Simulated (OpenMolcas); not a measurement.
# Tc³⁺ among point charges: CASSCF levels and susceptibility

Aim: the splitting of the states of Tc³⁺ in the field of 6 point charges, its lowest levels with spin-orbit coupling and its magnetic susceptibility.

Method: state-averaged CASSCF, spin-orbit coupling by RASSI with atomic mean-field integrals. Code: OpenMolcas 26.06.

1 further run of the same task is left out (it didn't finish).

## 1. The system

| Item | Value |
| --- | --- |
| Species | Tc³⁺ (technetium, Z = 43, 40 electrons) |
| Basis | ANO-RCC-VTZP [7s6p4d2f1g], 68 functions |
| Scalar Hamiltonian | DKH2, point nucleus |
| Inactive shells | 1s 2s 2p 3s 3p 3d 4s 4p |
| Active space | 4 electrons in 5 orbitals (4d) |
| Some configurations of this space | 4d4 |
| Orbitals | optimised for each spin and parity, averaged over all roots |

The outer shells:

4d4
```
4d [↑ ][↑ ][↑ ][↑ ][  ]
```

The ion sits among 6 point charges of -1.7 e arranged as an octahedron (Oh), 1.75 Å from the ion. The active orbitals were held to one l.

The work runs as a chain of OpenMolcas steps in one folder; each step below is one input file. Labels, J, g values, rates, χT and fits are worked out afterwards by a script from the matrices that RASSI stores. The input lists half of the charges; inversion (Group=XYZ) makes the rest.

## 2. GATEWAY and SEWARD: basis and integrals

a.inp

```
&GATEWAY
Coord
1

Tc 0.0 0.0 0.0
Basis=ANO-RCC-VTZP
Group=XYZ
NoMove
AngMom=0.0 0.0 0.0
AMFI
XField
3 Angstrom 0
1.750000 0.000000 0.000000 -1.700000
0.000000 1.750000 0.000000 -1.700000
0.000000 0.000000 1.750000 -1.700000
&SEWARD
```

Run with:

```
$ OMP_NUM_THREADS=1 MOLCAS_MEM=1689 MOLCAS_PROJECT=a pymolcas a.inp > a.log
```

## 3. Reference wave functions, quintets of even parity, 5 roots

a.inp

```
&RASSCF
FileOrb=start.orb
Symmetry=1
Spin=5
nActEl=4 0 0
Inactive=9 9
Ras2=5 0
CIRoot=5 5 1
SDav=5
CIMx=300
Iter=120 100
PrWF=0.3
OrbListing=Nothing
MaxOrb=0
SupSym
1
20 4 5 6 7 8 10 11 12 13 14 18 19 20 21 22 23 24 25 26 27
0
>>> COPY $Project.JobIph JOB001
```

start.orb holds the contracted functions of the basis, ordered by shell, or the orbitals of the step before.

## 4. Reference wave functions, triplets of even parity, 45 roots

a.inp

```
&RASSCF
FileOrb=start.orb
Symmetry=1
Spin=3
nActEl=4 0 0
Inactive=9 9
Ras2=5 0
CIRoot=45 45 1
SDav=45
CIMx=300
Iter=120 100
PrWF=0.3
OrbListing=Nothing
MaxOrb=0
SupSym
1
20 4 5 6 7 8 10 11 12 13 14 18 19 20 21 22 23 24 25 26 27
0
LevShft=1.5
>>> COPY $Project.JobIph JOB002
```

## 5. Reference wave functions, singlets of even parity, 50 roots

a.inp

```
&RASSCF
FileOrb=start.orb
Symmetry=1
Spin=1
nActEl=4 0 0
Inactive=9 9
Ras2=5 0
CIRoot=50 50 1
SDav=50
CIMx=300
Iter=120 100
PrWF=0.3
OrbListing=Nothing
MaxOrb=0
SupSym
1
20 4 5 6 7 8 10 11 12 13 14 18 19 20 21 22 23 24 25 26 27
0
>>> COPY $Project.JobIph JOB003
```

## 6. RASSI: spin-orbit coupling between the states

a.inp

```
&RASSI
NrOfJobIphs=3 5 45 50
1 2 3 4 5
1 2 3 4 5 6 7 8 9 10 11 12 13 14 15 16 17 18 19 20 21 22 23 24 25 26 27
28 29 30 31 32 33 34 35 36 37 38 39 40 41 42 43 44 45
1 2 3 4 5 6 7 8 9 10 11 12 13 14 15 16 17 18 19 20 21 22 23 24 25 26 27
28 29 30 31 32 33 34 35 36 37 38 39 40 41 42 43 44 45 46 47 48 49 50
IphNames
JOB001
JOB002
JOB003
EJob
SpinOrbit
DIPRint=1.0
SOCoupling=1000.0
Subsets=2
Property=9
'ANGMOM' 1 'ANGMOM' 2 'ANGMOM' 3 'MLTPL  1' 1 'MLTPL  1' 2 'MLTPL  1' 3
'AMFI' 1 'AMFI' 2 'AMFI' 3
SOProperty=3
'ANGMOM' 1 'ANGMOM' 2 'ANGMOM' 3
```

Before running it: what results should come out? Wanted: spin-free ground state; first state of the same spin within the active space; lowest level; next level.

As calculated:

```
                                            quantity                           value
                                              method                          CASSCF
                              spin-free ground state  5E, 2-fold in its orbital part
first state of the same spin within the active space               5T2 at 17700 cm⁻¹
                                        lowest level                       1-fold A1
                                          next level                      441.3 cm⁻¹
                                         χT at 300 K                  1.77 cm³ K/mol
                           effective moment at 300 K                         3.76 μB
```

The spin-free ground state (5E) comes to 100 % from free-ion D terms and keeps the highest spin of the shell. χT at 300 K is 1.77, against 3.01 cm³ K/mol for the spin alone, so spin-orbit coupling lowers it. An active space of the d shell alone favours high spin; real ions in strong fields can be low spin. A ligand-field fit to the states below 45000 cm-1 gives 10Dq = 18390 cm-1, B = 712 cm-1 and C = 3135 cm-1 (C/B = 4.40), with a deviation of 798 cm-1. An orbital doublet at a regular site is open to a Jahn-Teller distortion, which this geometry leaves out. The field of point charges can differ much from that of real complexes. With metal d orbitals alone active, the gaps between spin states are rough; where two lie within a few thousand cm-1, their order is open. This is an electrostatic model: the charges have no orbitals.
